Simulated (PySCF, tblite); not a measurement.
**C₆H₆N₂+ (doublet): geometry, infrared bands and EPR parameters**

Aim: predict the infrared bands and EPR parameters of C₆H₆N₂+ (doublet) (`[CH2+][C](C#N)CCC#N`).

The runs use tblite 0.8.0 and PySCF 2.14.0, with density-fitted response routines of our own; the level of theory stands in each step. All values are computed, except where a source is named. Atoms count from 0, in the outputs and in this text.

**1. Starting geometry**

14 atoms, charge 1, multiplicity 2; geometry from: force field or distance geometry start.

Bonds of the start (Å): C0–C1 1.52, C1–C2 1.47, C2–N3 1.17, C1–C4 1.53, C4–C5 1.50, C5–C6 1.47, C6–N7 1.16, C0–H8 1.09, C0–H9 1.07, C4–H10 1.10, C4–H11 1.13, C5–H12 1.10, C5–H13 1.11.

**2. Geometry optimisation with GFN2-xTB**

What the job is given:

```
{"job": {"kind": "relax", "xc": "GFN2-xTB", "basis": "xTB"}, "charge": 1, "multiplicity": 2}
C      2.106300    -0.581400     0.567200
C      0.840400     0.249500     0.386800
C      1.177700     1.217600    -0.668900
N      1.416100     1.993900    -1.517200
C     -0.273300    -0.651800    -0.141400
C     -1.566800     0.073100    -0.357900
C     -2.081000     0.658600     0.894200
N     -2.475900     1.101800     1.893500
H      2.604900    -0.459200     1.528200
H      2.458100    -1.239600    -0.204000
H     -0.409400    -1.477000     0.565700
H      0.021700    -1.097900    -1.132800
H     -1.456200     0.834800    -1.138200
H     -2.363500    -0.623000    -0.697300
```

The run is started by

```bash
OMP_NUM_THREADS=1 python probes_run.py task.json out
```

This one command runs all jobs of the session in turn.

**Question.** This job is followed by: GFN2-xTB harmonic vibrations, gas phase; UKS B3LYP, pcH-1 on C H N, non-relativistic, mean-field spin-orbit, GIAO. What will the session give for the following? strongest single infrared mode (GFN2-xTB); zero-point energy (GFN2-xTB); g(iso) (B3LYP); ⟨S²⟩; largest a(iso) (averaged by class).

**Answer**, as computed:

| quantity | value |
| --- | --- |
| strongest single infrared mode (GFN2-xTB) | 1313 cm⁻¹, 193 km/mol |
| zero-point energy (GFN2-xTB) | 63.1 kcal/mol |
| g(iso) (B3LYP) | 2.00444 |
| ⟨S²⟩ | 0.760 (exact 0.75) |
| largest a(iso) (averaged by class) | 1H on H10, H11, 94.0 MHz |

Relaxing lowered the energy by 2.646 eV in 114 steps; the close pair that moved most is C0–C1, from 1.525 to 1.351 Å. No mode is imaginary among the 36: a minimum at this level. The strongest single mode, at 1313 cm⁻¹, moves mainly H10 and H11. Unscaled tight-binding wavenumbers are off by several per cent, some by more. Its intensities can rank the bands wrongly. The largest share of the spin, 0.49 e, sits on C0. The isotropic g lies 2.1 ppt above the free-electron value. These values are for one conformer; the search (at its own cheap level) found 2 more, at 0.14, 1.36 kcal/mol, and measured spectra average over such forms.
